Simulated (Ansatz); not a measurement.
# Cu: an axial (c/a) deformation path

The task here is to estimate one member of a computed series from the others.

This is Cu in the hcp structure; at room conditions it is fcc.

Computed with Ansatz 0.2.0 (DFT r2SCAN, scalar-relativistic, plane waves, PAW, unless a step's input says otherwise).

2 further runs of the same task are left out: 1 that didn't finish, 1 set aside as unsound or not needed.

## The system as given

Symmetry: P6_3/mmc, No. 194, hexagonal system. The conventional cell has a = 2.531 Å, b = 2.531 Å, c = 4.130 Å, α = 90.00°, β = 90.00°, γ = 120.00°. Cu (site symmetry -6m2) is surrounded by 12 Cu at 2.53 Å.

Structure file:

```
Cu
1.0
     2.53050    0.00000    0.00000
    -1.26525    2.19148    0.00000
     0.00000    0.00000    4.12986
Cu
2
Direct
  0.33333 0.66667 0.25000
  0.66667 0.33333 0.75000
```

It goes back to an entry of the Materials Project, which need not be the stable form.

This cell was relaxed beforehand with the same method: volume 11.45 Å³/atom, gap on the mesh none (metal).

The first run:

The input, input.yaml:

```yaml
crystal:
  lattice:
    - [2.5305027271, 0.0, 0.0]
    - [-1.2652513636, 2.1914796461, 0.0]
    - [0.0, 0.0, 4.1298555581]
  atoms:
    - { symbol: Cu, position: [0.3333333333, 0.6666666667, 0.25] }
    - { symbol: Cu, position: [0.6666666667, 0.3333333333, 0.75] }
basis:
  ecutwfc: 500
kpoints:
  mp_grid: { grid: [30, 30, 16] }
hamiltonian:
  xc: r2scan
scf:
  occupations: { method: gaussian, width: 0.15 }
output:
  forces: true
  stress: true
  eigenvalues: true
```

On the command line:

```
$ ansatz run input.yaml --threads 1 --pin off --max-ram 2560MiB --backend cpu --events-out ev --progress --plain --runs-dir out
```

Steps of the session up to this table: Zero of the scan; At ρ = 0.850; ρ = 1.200; ρ = 0.920; ρ = 1.100.

One of the session's tables, all rows but one given; the rest of the session is left out.

The scan, with free energies counted from the undisturbed cell:

```
    ρ  ΔE (meV/atom)  pressure (GPa)
0.850          108.5             4.4
0.920              ?               ?
1.000            0.0             0.0
1.100           37.8             1.7
1.200          148.4             6.9
```

Estimate the missing values for ρ = 0.920.

Worked estimate for «ΔE (meV/atom)». A straight line through the neighbours (0.850, 108.5) and (1.000, 0.0) gives 108.5 + (0.0 − 108.5) × (0.920 − 0.850) / (1.000 − 0.850) = 57.9; a parabola fitted to 3 rows on both sides gives 33.2.

**Answer.** ΔE (meV/atom): 33.7; pressure (GPa): 1.3. In «ΔE (meV/atom)» the line misses by +24.2 and the parabola by -0.5.
